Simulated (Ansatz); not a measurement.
# CaZrSe3: the cost of one run

Computed with Ansatz 0.2.0 (DFT PBE, scalar-relativistic, plane waves, PAW, unless a step's input says otherwise).

**1. The structure to begin with**

It takes space group I4/mcm (No. 140, tetragonal). Conventional cell: a = 7.431 Å, b = 7.431 Å, c = 10.509 Å, α = 90.00°, β = 90.00°, γ = 90.00°. Ca (site symmetry -42m) is surrounded by 8 Se at 3.42 to 3.72 Å. Zr (site symmetry 4/m) has 6 Se at 2.63 to 2.66 Å as nearest neighbours. Se (site symmetry m2m) is surrounded by 2 Zr at 2.66 Å and 2 Ca at 3.42 Å. Se (site symmetry 422) has 2 Zr at 2.63 Å and 4 Ca at 3.72 Å as nearest neighbours.

Coordinates:

```
CELL_PARAMETERS angstrom
-3.71554 3.71554 5.25457
3.71554 -3.71554 5.25457
3.71554 3.71554 -5.25457
ATOMIC_POSITIONS crystal
Ca 0.75000 0.25000 0.50000
Ca 0.25000 0.75000 0.50000
Zr 0.50000 0.50000 0.00000
Zr 0.00000 0.00000 0.00000
Se 0.29189 0.79189 0.08379
Se 0.79189 0.70811 0.50000
Se 0.75000 0.75000 0.00000
Se 0.70811 0.20811 0.91621
Se 0.20811 0.29189 0.50000
Se 0.25000 0.25000 0.00000
```

Recipe of the guess: perovskite family, tilts a0a0c- (I4/mcm, No. 140). Lengths come from tabulated atomic sizes and are only a guess.

**2. Probe: one point on a coarse mesh**

Contents of input.yaml:

```yaml
crystal:
  lattice:
    - [-3.71554069, 3.71554069, 5.25456803]
    - [3.71554069, -3.71554069, 5.25456803]
    - [3.71554069, 3.71554069, -5.25456803]
  atoms:
    - { symbol: Ca, position: [0.75, 0.25, 0.5] }
    - { symbol: Ca, position: [0.25, 0.75, 0.5] }
    - { symbol: Zr, position: [0.5, 0.5, 0.0] }
    - { symbol: Zr, position: [0.0, 0.0, 0.0] }
    - { symbol: Se, position: [0.29189352, 0.79189352, 0.08378704] }
    - { symbol: Se, position: [0.79189352, 0.70810648, 0.5] }
    - { symbol: Se, position: [0.75, 0.75, 0.0] }
    - { symbol: Se, position: [0.70810648, 0.20810648, 0.91621296] }
    - { symbol: Se, position: [0.20810648, 0.29189352, 0.5] }
    - { symbol: Se, position: [0.25, 0.25, 0.0] }
basis:
  ecutwfc: 420
kpoints:
  mp_grid: { grid: [4, 4, 4] }
hamiltonian:
  xc: pbe
scf:
  occupations: { method: gaussian, width: 0.1 }
  lower_state_search: "off"
output:
  forces: true
  stress: true
  eigenvalues: true
```

Command:

```bash
$ ansatz run input.yaml --threads 1 --pin off --max-ram 2560MiB --backend cpu --events-out ev --progress --plain --runs-dir out
```

Q: Estimate wall time and peak memory on 1 thread of Arm Neoverse N1, shared host.

About 44 s, with a peak of 0.65 GiB.
